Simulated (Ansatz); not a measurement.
**GeHO (doublet): from Hartree-Fock to the top rungs, cc-pVTZ**

An exercise on one series of results from a longer session: the logs are not shown, and one member is left open.

Method: cc-pVTZ, core rule «outside noble gas», up to 15 orbitals frozen; program: Ansatz 0.2.0, Gaussian basis.

Plan: UHF; CCSD(T) on ROHF; CCSD(T) on UHF; BCCD(T) on ROHF; CCSDT(Q) on ROHF; CCSDT(Q) on UHF.

9 further runs of the same task are left out: 4 for a known fault of the program, 5 set aside as unsound or not needed.

**The geometry**

The geometry is a PBE0/def2-TZVP stationary point (not a proven minimum) of the parent state, kept for this charge and spin. No spin-orbit coupling is included. The filled d shell of Ge may be among the frozen orbitals whatever the setting's name suggests; the logs give the count.

3 atoms, charge 0, spin multiplicity 2.

Atoms are counted from 1 here; the program's logs count them from 0.

Bond lengths: Ge1–O2 1.855 Å, Ge1–H3 1.563 Å. Angles: O2–Ge1–H3 114.5°.

Set-up of the first run:

The input, in.yaml:

```yaml
crystal:
  periodic: [false, false, false]
  atoms:
    - {symbol: Ge, position_ang: [0.000000, -0.037540, 0.321995]}
    - {symbol: O, position_ang: [0.000000, 0.086176, -1.528961]}
    - {symbol: H, position_ang: [0.000000, 1.337542, 1.064259]}
basis:
  gaussian: {orbitals: cc-pVTZ}
magnetization: {spin_polarized: true, initial_magnetization: 1}
hamiltonian: {xc: hf}
output: {orbitals: {seedname: orbitals}}
```

Run with:

```sh
> ansatz run in.yaml --threads 1 --pin off --events-out ev --progress --plain --max-ram 4096MiB --backend cpu
```

Steps of the session up to this table: UHF; CCSD(T) on ROHF; CCSD(T) on UHF; BCCD(T) on ROHF; CCSDT(Q) on ROHF; CCSDT(Q) on UHF.

One table of the session follows, with a row left open; its other results are not shown here.

```
   method  from RCCSDT(Q) (kJ/mol)
     ROHF                   +928.9
      UHF                   +910.8
     RMP2                   +156.2
     UMP2                   +167.6
    RCCSD                    +59.7
    UCCSD                    +61.7
 RCCSD(T)                    +17.6
 UCCSD(T)                    +19.3
  BCCD(T)                    +13.2
   RCCSDT                        ?
   UCCSDT                     +8.0
RCCSDT(Q)                        0
UCCSDT(Q)                     -1.2
```

**Question.** Estimate the row for RCCSDT.

The run gave: from RCCSDT(Q) (kJ/mol): +7.7. In the column «from RCCSDT(Q) (kJ/mol)» it lies between RCCSDT(Q) (0) and UCCSDT (+8.0).

To keep in mind: Warnings: spin contamination; large T1 diagnostic. Restricted and unrestricted rows rest on different reference determinants; where their highest levels disagree by more than a few hundredths of an eV, they describe different states and don't form one ladder.
